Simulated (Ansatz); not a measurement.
# Alloy of ZnO and MgO (2 of 8 Zn sites exchanged), 16 atoms with displaced atoms

Which settings matter for this cell? A base run comes first, then runs with one to three settings changed.

Method: density functional theory in Ansatz 0.2.0, PAW datasets, plane waves.

## 1. The starting cell

16 atoms (6 Zn, 2 Mg, 8 O); a = 6.504 Å, b = 5.633 Å, c = 5.156 Å, α = 90.00°, β = 90.00°, γ = 90.00°. All atoms were shaken off their sites by about 0.10 Å along each axis.

Structure file:

```cif
data_structure
_symmetry_space_group_name_H-M 'P 1'
_symmetry_Int_Tables_number 1
_cell_length_a 6.5045
_cell_length_b 5.6331
_cell_length_c 5.1557
_cell_angle_alpha 90.000
_cell_angle_beta 90.000
_cell_angle_gamma 90.000
_cell_volume 188.91
loop_
_atom_site_label
_atom_site_type_symbol
_atom_site_fract_x
_atom_site_fract_y
_atom_site_fract_z
_atom_site_occupancy
Zn1 Zn 0.26371 0.14862 0.50223 1
Zn2 Zn 0.74544 0.17978 0.48166 1
Zn3 Zn 0.48980 0.66314 0.47630 1
Zn4 Zn 0.01516 0.32317 0.00614 1
Zn5 Zn 0.24088 0.83219 0.01795 1
Zn6 Zn 0.73482 0.82139 0.00662 1
Mg1 Mg 0.99878 0.68472 0.48572 1
Mg2 Mg 0.48113 0.33274 0.99329 1
O1 O 0.98510 0.36794 0.34838 1
O2 O 0.48210 0.35333 0.37632 1
O3 O 0.28557 0.82768 0.38888 1
O4 O 0.75393 0.82564 0.38432 1
O5 O 0.26340 0.15221 0.88858 1
O6 O 0.02944 0.64341 0.89229 1
O7 O 0.74799 0.17480 0.89233 1
O8 O 0.46566 0.66709 0.89192 1
```

## 2. Single point with PBEsol

in.yaml

```yaml
crystal:
  lattice:
    - [6.504498, 0.000000, 0.000000]
    - [0.000000, 5.633060, 0.000000]
    - [0.000000, 0.000000, 5.155713]
  atoms:
    - { symbol: Zn, position: [0.263713, 0.148617, 0.502225] }
    - { symbol: Zn, position: [0.745443, 0.179782, 0.481657] }
    - { symbol: Zn, position: [0.489803, 0.663144, 0.476303] }
    - { symbol: Zn, position: [0.015162, 0.323167, 0.006136] }
    - { symbol: Zn, position: [0.240883, 0.832193, 0.017948] }
    - { symbol: Zn, position: [0.734816, 0.821391, 0.006615] }
    - { symbol: Mg, position: [0.998777, 0.684720, 0.485720] }
    - { symbol: Mg, position: [0.481135, 0.332736, 0.993291] }
    - { symbol: O, position: [0.985096, 0.367942, 0.348379] }
    - { symbol: O, position: [0.482096, 0.353326, 0.376323] }
    - { symbol: O, position: [0.285565, 0.827675, 0.388880] }
    - { symbol: O, position: [0.753930, 0.825637, 0.384324] }
    - { symbol: O, position: [0.263399, 0.152207, 0.888579] }
    - { symbol: O, position: [0.029436, 0.643413, 0.892295] }
    - { symbol: O, position: [0.747990, 0.174803, 0.892334] }
    - { symbol: O, position: [0.465663, 0.667093, 0.891920] }
kpoints:
  mp_grid: { grid: [2, 2, 2], shift: [0.5, 0.5, 0.5] }
hamiltonian:
  xc: pbesol
scf:
  occupations: { method: fermi_dirac, width: 0.01 }
output:
  forces: true
  eigenvalues: true
  stress: true
  populations: true
```

Launch:

```
> ansatz run in.yaml --threads 8 --pin off --max-ram 13300MiB --runs-dir r --events-out ev --progress --plain
```

## 3. Run again with density cutoff ratio 3

Edit in.yaml of step 2 so:

```diff
@@ -24,2 +24,3 @@
   mp_grid: { grid: [2, 2, 2], shift: [0.5, 0.5, 0.5] }
+basis: { ecutrho_ratio: 3 }
 hamiltonian:
@@ -28,2 +29,3 @@
   occupations: { method: fermi_dirac, width: 0.01 }
+  max_iter: 80
 output:
@@ -32,2 +34,5 @@
   stress: true
-  populations: true
+  write_density: true
+  write_potential: true
+  elf: true
+  volumetric_format: npy
```

## 4. Run again with smearing width 0.1 eV

Edit in.yaml of step 3 so:

```diff
@@ -24,3 +24,2 @@
   mp_grid: { grid: [2, 2, 2], shift: [0.5, 0.5, 0.5] }
-basis: { ecutrho_ratio: 3 }
 hamiltonian:
@@ -28,4 +27,4 @@
 scf:
-  occupations: { method: fermi_dirac, width: 0.01 }
-  max_iter: 80
+  occupations: { method: fermi_dirac, width: 0.1 }
+  max_iter: 60
 output:
@@ -34,5 +33 @@
   stress: true
-  write_density: true
-  write_potential: true
-  elf: true
-  volumetric_format: npy
```

## 5. Variant: occupations fixed

Edit in.yaml of step 4 so:

```diff
@@ -27,4 +27,4 @@
 scf:
-  occupations: { method: fermi_dirac, width: 0.1 }
-  max_iter: 60
+  occupations: { method: fixed }
+  max_iter: 90
 output:
```

## 6. Run again with accuracy high

Edit in.yaml of step 5 so:

```diff
@@ -1 +1,2 @@
+accuracy: high
 crystal:
@@ -27,4 +28,4 @@
 scf:
-  occupations: { method: fixed }
-  max_iter: 90
+  occupations: { method: fermi_dirac, width: 0.01 }
+  max_iter: 70
 output:
```

## 7. Run again with charge changed by -2

Edit in.yaml of step 6 so:

```diff
@@ -1,2 +1 @@
-accuracy: high
 crystal:
@@ -27,5 +26,6 @@
   xc: pbesol
+total_charge: -2
 scf:
   occupations: { method: fermi_dirac, width: 0.01 }
-  max_iter: 70
+  max_iter: 90
 output:
@@ -34 +34,5 @@
   stress: true
+  write_density: true
+  write_potential: true
+  elf: true
+  volumetric_format: npy
```

## 8. Variant: charge changed by 1, xc grid 3

Edit in.yaml of step 7 so:

```diff
@@ -24,8 +24,9 @@
   mp_grid: { grid: [2, 2, 2], shift: [0.5, 0.5, 0.5] }
+basis: { xc_grid: 3 }
 hamiltonian:
   xc: pbesol
-total_charge: -2
+total_charge: 1
 scf:
   occupations: { method: fermi_dirac, width: 0.01 }
-  max_iter: 90
+  max_iter: 70
 output:
@@ -34,5 +35 @@
   stress: true
-  write_density: true
-  write_potential: true
-  elf: true
-  volumetric_format: npy
```

Before running it: what results should come out? Wanted: for each run, settings; status; energy from base; forces from base.

The runs gave:

| settings | status | cycles | time | energy from base (meV/atom) | forces from base (eV/Å rms) | filled to empty level on the mesh (eV) |
| --- | --- | --- | --- | --- | --- | --- |
| base | converged | 9 | 1 s (8 CPU threads) | 0 | 0 | 3.15 |
| density cutoff ratio 3 | converged, settings too loose | 9 | 1 s (8 CPU threads) | 0.0 | 0.000 | 3.15 |
| smearing width 0.1 eV | converged | 9 | 0.8 s (8 CPU threads) | 0.0 | 0.000 | 3.15 |
| occupations fixed | converged | 9 | 0.8 s (8 CPU threads) | 0.0 | 0.000 | 3.15 |
| accuracy high | converged | 13 | 1 s (8 CPU threads) | 0.0 | 0.000 | 3.15 |
| charge changed by -2 | converged | 13 | 1.4 s (8 CPU threads) | - | 0.289 | 1.47 |
| charge changed by 1, xc grid 3 | converged | 30 | 2.2 s (8 CPU threads) | - | 0.174 | - |

Among these variants the forces move most with charge changed by -2 (0.289 eV/Å rms). The base mesh is coarse for so small a cell, so pressure, spacing and their changes aren't converged values of the solid.
